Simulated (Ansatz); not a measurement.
**CdSnAu2Se4 (element-swapped structure): how the settings move a single-point run**

Question: which choices in the input matter for CdSnAu2Se4 (element-swapped structure)?

Program: Ansatz 0.2.0. Level of theory: reference: DFT PBE, plane waves, PAW, scalar-relativistic, no spin polarisation. These are calculated values, not measurements.

### 1 The system as given

It takes space group I-42m (No. 121, tetragonal). The conventional cell has a = 5.942 Å, b = 5.942 Å, c = 11.426 Å, α = 90.00°, β = 90.00°, γ = 90.00°. Sn (site symmetry -42m) is surrounded by 4 Se at 2.46 Å. Au (site symmetry -4) has 4 Se at 2.49 Å as nearest neighbours. Se (site symmetry m) has 1 Sn at 2.46 Å and 2 Au at 2.49 Å and 1 Cd at 2.74 Å as nearest neighbours. Cd (site symmetry -42m) has 4 Se at 2.74 Å as nearest neighbours.

Structure file:

```xyz
8
Lattice="0.0000 5.9420 0.0000 5.9420 0.0000 0.0000 2.9710 2.9710 -5.7130" Properties=species:S:1:pos:R:3 pbc="T T T"
Sn    2.9710    2.9710    0.0000
Au    5.9420    2.9710   -2.8565
Au    2.9710    5.9420   -2.8565
Se    4.5783    4.5783   -4.1853
Se    1.6073    4.3347   -1.5277
Se    7.3057    7.3057   -4.1853
Se    4.3347    1.6073   -1.5277
Cd    0.0000    0.0000    0.0000
```

### 2 Reference

Input file input.yaml:

```yaml
crystal:
  lattice:
    - [0.0, 5.942028, 0.0]
    - [5.942028, 0.0, 0.0]
    - [2.971014, 2.971014, -5.713008]
  atoms:
    - { symbol: Sn, position: [0.5, 0.5, 0.0] }
    - { symbol: Au, position: [0.25, 0.75, 0.5] }
    - { symbol: Au, position: [0.75, 0.25, 0.5] }
    - { symbol: Se, position: [0.4042, 0.4042, 0.7326] }
    - { symbol: Se, position: [0.5958, 0.1368, 0.2674] }
    - { symbol: Se, position: [0.8632, 0.8632, 0.7326] }
    - { symbol: Se, position: [0.1368, 0.5958, 0.2674] }
    - { symbol: Cd, position: [0.0, 0.0, 0.0] }
  symmetry: { tolerance: 0.0003 }
kpoints:
  mp_grid: { grid: [4, 4, 4], shift: [0, 0, 0] }
magnetization:
  spin_polarized: false
scf:
  occupations: { method: fermi_dirac }
hamiltonian:
  pseudopotentials: { kind: paw }
  xc: pbe
basis:
  ecutwfc: 420
output:
  forces: true
  stress: true
  eigenvalues: true
```

Launch:

```sh
> ansatz run input.yaml --threads 1 --pin off --max-ram 2560MiB --backend cpu --events-out ev --progress --plain --runs-dir out
```

### 3 Changing settings: hubbard.sites [{species: Au, l: d, u_eff: 8.0}], hubbard.double_counting fll, ecutwfc 350 eV, accuracy medium

input.yaml: that of step 2 with these lines changed.

```diff
@@ -24,4 +24,5 @@
   xc: pbe
+  hubbard: { sites: [{ species: Au, l: d, u_eff: 8.0 }], double_counting: fll }
 basis:
-  ecutwfc: 420
+  ecutwfc: "350 eV"
 output:
@@ -30 +31,6 @@
   eigenvalues: true
+  write_density: true
+  write_potential: true
+  elf: true
+  volumetric_format: npy
+accuracy: medium
```

### 4 A further run, with the input changed

input.yaml: that of step 2 with these lines changed.

```diff
@@ -18,3 +18,4 @@
 magnetization:
-  spin_polarized: false
+  noncollinear: true
+  spin_orbit: true
 scf:
@@ -22,3 +23,3 @@
 hamiltonian:
-  pseudopotentials: { kind: paw }
+  pseudopotentials: { kind: nc }
   xc: pbe
```

### 6 Variant: occupations.method cold, occupations.width 0.05

input.yaml: that of step 2 with these lines changed.

```diff
@@ -20,3 +20,3 @@
 scf:
-  occupations: { method: fermi_dirac }
+  occupations: { method: cold, width: 0.05 }
 hamiltonian:
```

### 7 Changed: preconditioner kerker

input.yaml: that of step 2 with these lines changed.

```diff
@@ -21,2 +21,3 @@
   occupations: { method: fermi_dirac }
+  mixing: { preconditioner: kerker }
 hamiltonian:
```

(Steps that only read results are left out.)

**Question.** What will these runs give? Wanted: for each run, ending; energy change; pressure; gap; force.

The runs gave:

```tsv
run	ending	energy change	pressure (GPa)	gap (eV)	force (eV/Å)	cycles	time
reference	converged	0	10.0	0.00	1.32	7	22 s
1: hubbard.sites [{species: Au, l: d, u_eff: 8.0}], hubbard.double_counting fll, ecutwfc 350 eV, accuracy medium	converged	+179.4 meV/atom (U changed: no physical gain or loss)	11.3	0.00	1.38	9	31 s
2: noncollinear true, spin_orbit true, pseudopotentials.kind nc, spin_polarized left out	refused	-	-	-	-	-	0.02 s
3: occupations.method cold, occupations.width 0.05	converged	0.0 meV/atom (σ→0)	10.0	0.00	1.32	9	21 s
4: preconditioner kerker	converged	0.0 meV/atom	10.0	0.00	1.32	9	19 s
```

Times don't compare one to one where runs were asked for different outputs or read a saved state (see the inputs); cycles may leave out searches for a lower state.

Residual by cycle in the longest SCF loop of each run; runs are numbered as in the table. The quantity is the density residual dr2, in eV.

```tsv
cycle	reference	run 1	run 3	run 4
1	0.00469	13.6	0.00474	0.00469
2	7.2e-4	3.79	0.00155	0.00151
3	2.1e-4	0.184	3.0e-4	3.0e-4
4	1.7e-5	0.00646	6.6e-5	6.4e-5
5	2.5e-6	4.8e-4	3.1e-5	3.0e-5
6	3.4e-7	6.4e-5	5.6e-6	5.5e-6
7	2.9e-8	3.1e-6	7.6e-7	7.7e-7
8	-	3.0e-7	1.0e-7	1.0e-7
9	-	5.4e-8	1.2e-8	1.3e-8
```

What this shows: Of the converged runs whose energies compare with the reference's, none moves it noticeably. Run 1 ran under the cutoff that the potentials recommend, as the log warns, so basis error is mixed into its values. A changed U is a change of model: its shifts are not errors of convergence. 1 of the 4 altered inputs did not end normally.

Caveats on the reference run: the structure is made up and not relaxed.
